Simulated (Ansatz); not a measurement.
# SiF₅−: basis-set convergence

How large a basis does SiF₅− need? Two functionals are run in growing sets.

Method: one geometry, several basis sets; program: Ansatz 0.2.0, Gaussian basis.

The runs, in order: PBE0-D4/def2-SVPD; ωB97M-V/def2-SVPD; PBE0-D4/def2-QZVPPD; ωB97M-V/def2-QZVPPD; the functionals' def2-TZVPPD values are taken from earlier runs.

## (1) The relaxed structure

An earlier PBE0-D4 in a triple-zeta def2 set relaxation fixed the geometry.

SMILES `F[Si-](F)(F)(F)F`, 6 atoms, charge -1, spin multiplicity 1.

Atoms are counted from 1 here; the program's logs count them from 0.

Bond lengths: F1–Si2 1.669 Å, Si2–F3 1.627 Å, Si2–F4 1.627 Å, Si2–F5 1.669 Å, Si2–F6 1.627 Å. Angles: F1–Si2–F3 90.0°, F1–Si2–F4 90.0°, F1–Si2–F5 180.0°, F1–Si2–F6 90.0°, F3–Si2–F4 120.0°, F3–Si2–F5 90.0°, F3–Si2–F6 120.0°, F4–Si2–F5 90.0°, F4–Si2–F6 120.0°, F5–Si2–F6 90.0°.

## (2) PBE0-D4 in def2-SVPD

in.yaml

```yaml
crystal:
  periodic: [false, false, false]
  atoms:
    - {symbol: F, position_ang: [-0.716862, -1.106039, 1.023496]}
    - {symbol: Si, position_ang: [-0.000006, -0.000022, -0.000028]}
    - {symbol: F, position_ang: [-1.466660, 0.583529, -0.396369]}
    - {symbol: F, position_ang: [0.651511, -1.218369, -0.860171]}
    - {symbol: F, position_ang: [0.716537, 1.105819, -1.023965]}
    - {symbol: F, position_ang: [0.815470, 0.635081, 1.257028]}
basis:
  gaussian: {orbitals: def2-SVPD}
total_charge: -1
hamiltonian: {xc: pbe0, dispersion: d4}
output: {orbitals: {seedname: orbitals}}
```

After this run come: ωB97M-V in def2-SVPD; PBE0-D4 in def2-QZVPPD; ωB97M-V in def2-QZVPPD.

Before running them: what should the planned runs give, taken together? Wanted: PBE0-D4: double and triple zeta above quadruple; ωB97M-V: double and triple zeta above quadruple.

The runs gave:

| quantity | value |
| --- | --- |
| PBE0-D4: double and triple zeta above quadruple | 20.04, 0.95 eV |
| ωB97M-V: double and triple zeta above quadruple | 20.08, 0.87 eV |

**Reading.** For PBE0-D4 the step from double to triple zeta gains 19.08 eV and the next only 0.95 eV. These are total energies; as a rule much of such shifts cancels in differences, which this series doesn't test. The LUMO of ωB97M-V is positive and keeps falling with the basis (5.45 to 4.23 eV): an unbound level that the basis holds in place.
